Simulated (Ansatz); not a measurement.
# MoSe: magnetic order and moments

One table from this session's results is given with a row withheld; the runs are named, their logs left out.

Method: DFT PBEsol, scalar-relativistic, plane waves, PAW, in Ansatz 0.2.0.

1 further run of the same task is left out (set aside as unsound or not needed). Runs told in other sessions of the task aren't counted.

**The structure to begin with**

It takes space group Fm-3m (No. 225, cubic). Conventional cell: a = 5.150 Å, b = 5.150 Å, c = 5.150 Å, α = 90.00°, β = 90.00°, γ = 90.00°. Around Mo (site symmetry m-3m) lie 6 Se at 2.57 Å. Se (site symmetry m-3m) has 6 Mo at 2.57 Å in its first shell of neighbours.

Structure file:

```cif
data_structure
_symmetry_space_group_name_H-M 'P 1'
_symmetry_Int_Tables_number 1
_cell_length_a 3.6414
_cell_length_b 3.6414
_cell_length_c 3.6414
_cell_angle_alpha 60.000
_cell_angle_beta 60.000
_cell_angle_gamma 60.000
_cell_volume 34.14
loop_
_atom_site_label
_atom_site_type_symbol
_atom_site_fract_x
_atom_site_fract_y
_atom_site_fract_z
_atom_site_occupancy
Mo1 Mo 0.00000 0.00000 0.00000 1
Se1 Se 0.50000 0.50000 0.50000 1
```

It is the result of an earlier relaxation at this level (volume 17.07 Å³/atom; gap on the mesh: none (metal)).

The structure is invented: a known structure type filled with these elements, not a reported compound.

Set-up of the first run:

input.yaml reads:

```yaml
crystal:
  lattice:
    - [0.0, 2.5748516652, 2.5748516652]
    - [2.5748516652, 0.0, 2.5748516652]
    - [2.5748516652, 2.5748516652, 0.0]
  atoms:
    - { symbol: Mo, position: [0.0, 0.0, 0.0], spin: 3.5 }
    - { symbol: Se, position: [0.5, 0.5, 0.5] }
basis:
  ecutwfc: 420
kpoints:
  mp_grid: { grid: [14, 14, 14] }
hamiltonian:
  xc: pbesol
scf:
  occupations: { method: gaussian, width: 0.1 }
  lower_state_search: "off"
output:
  forces: true
  stress: true
  eigenvalues: true
  populations: true
magnetization:
  spin_polarized: true
```

Launch:

```
$ ansatz run input.yaml --threads 1 --pin off --max-ram 2560MiB --backend cpu --events-out ev --progress --plain --runs-dir out
```

Steps of the session up to this table: Start: large parallel starting moments; Magnetic start: antiferromagnetic, doubled cell, propagation vector (0, 0, 1/2); Start: antiferromagnetic, doubled cell, propagation vector (0, 1/2, 1/2).

One of the session's tables, all rows but one given; the rest of the session is left out.

It belongs to the step «The magnetic starts in order of energy». 

```
                                                            start  energy above the lowest (meV/atom)  pressure (GPa)
antiferromagnetic, doubled cell, propagation vector (0, 1/2, 1/2)                                0.00             2.4
  antiferromagnetic, doubled cell, propagation vector (0, 0, 1/2)                                   ?               ?
                                                          no spin                                4.08             0.0
                                  large parallel starting moments                                4.08             0.0
```

**Question.** Estimate the row for antiferromagnetic, doubled cell, propagation vector (0, 0, 1/2).

**Answer.** energy above the lowest (meV/atom): 3.98; pressure (GPa): 0.1. In the column «energy above the lowest (meV/atom)» it lies between antiferromagnetic, doubled cell, propagation vector (0, 1/2, 1/2) (0.00) and no spin (4.08).

Limits of these values: Warnings in the runs' records: seeded moment not kept.
